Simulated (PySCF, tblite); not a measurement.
**C₃H₁₃B₂N: geometry, infrared bands and NMR shifts**

What infrared bands and NMR shifts should C₃H₁₃B₂N (`BC[N+]([BH3-])(C)C`) show?

The runs use tblite 0.8.0 and PySCF 2.14.0, with density-fitted response routines of our own; the level of theory stands in each step. All values are computed, except where a source is named. Atoms count from 0, in the outputs and in this text.

### 1 The molecule as given

19 atoms, charge 0, multiplicity 1; geometry from: force field or distance geometry start.

Bonds of the start (Å): B0–C1 1.58, C1–N2 1.42, N2–B3 1.51, N2–C4 1.47, N2–C5 1.45, B0–H6 1.19, B0–H7 1.19, C1–H8 1.13, C1–H9 1.10, B3–H10 1.21, B3–H11 1.20, B3–H12 1.16, C4–H13 1.10, C4–H14 1.11, C4–H15 1.11, C5–H16 1.10, C5–H17 1.12, C5–H18 1.11.

### 2 Relaxing the molecule with GFN2-xTB

Job settings and geometry (Å):

```
{"job": {"kind": "relax", "xc": "GFN2-xTB", "basis": "xTB"}, "charge": 0, "multiplicity": 1}
B      2.008700     0.888000    -0.545700
C      0.920200    -0.232200    -0.751600
N     -0.249000    -0.098900     0.047400
B     -0.666200     1.307700     0.405200
C     -1.348500    -0.671700    -0.737700
C     -0.178400    -0.915700     1.240700
H      2.232900     1.291500     0.549500
H      2.961100     0.840100    -1.252000
H      1.412500    -1.224500    -0.512200
H      0.632200    -0.280100    -1.813300
H     -1.859100     1.310100     0.577000
H     -0.228900     1.688500     1.458600
H     -0.440800     2.135500    -0.374300
H     -1.843100     0.093700    -1.358300
H     -0.916300    -1.412100    -1.446400
H     -2.035800    -1.228700    -0.065700
H     -1.174900    -1.277500     1.549200
H      0.420600    -1.815100     0.956000
H      0.343200    -0.389300     2.066100
```

Started as:

```
$ OMP_NUM_THREADS=1 python probes_run.py task.json out
```

This one command runs all jobs of the session in turn.

**Question.** This job is followed by: GFN2-xTB harmonic vibrations, gas phase; GIAO PBE0/pcSseg-1 NMR shielding, non-relativistic, gas phase. What will the session give for the following? strongest single infrared mode (GFN2-xTB); zero-point energy (GFN2-xTB); 13C shifts against TMS (PBE0/pcSseg-1, means over atoms taken as alike); 1H shifts against TMS (PBE0/pcSseg-1, means over atoms taken as alike); 11B shifts against BF3·OEt2 (PBE0/pcSseg-1); 15N shifts against NH3 (PBE0/pcSseg-1); surface potential, 1st and 99th percentile.

As calculated:

```
                                                               quantity                       value
                              strongest single infrared mode (GFN2-xTB)       1905 cm⁻¹, 314 km/mol
                                           zero-point energy (GFN2-xTB)              102.7 kcal/mol
13C shifts against TMS (PBE0/pcSseg-1, means over atoms taken as alike)              54.6, 54.5 ppm
 1H shifts against TMS (PBE0/pcSseg-1, means over atoms taken as alike)  3.46, 2.70, 2.64, 0.93 ppm
                            11B shifts against BF3·OEt2 (PBE0/pcSseg-1)              -5.0, -5.6 ppm
                                 15N shifts against NH3 (PBE0/pcSseg-1)                    55.4 ppm
                                  surface potential, 1st and 99th percentile          -1.13 V and 1.30 V
```

**Reading.** Relaxing lowered the energy by 1.630 eV in 135 steps; the close pair that moved most is B0–H11, from 3.109 to 1.401 Å. All 51 modes are real, so the xTB geometry is a minimum. The strongest single mode, at 1905 cm⁻¹, moves mainly H11. Unscaled tight-binding wavenumbers are off by several per cent, some by more. Its intensities can rank the bands wrongly. C1 (sp3 CH2 bonded to B and N) lies farthest downfield among carbon, at 54.6 ppm; pulled downfield by the heteroatom.
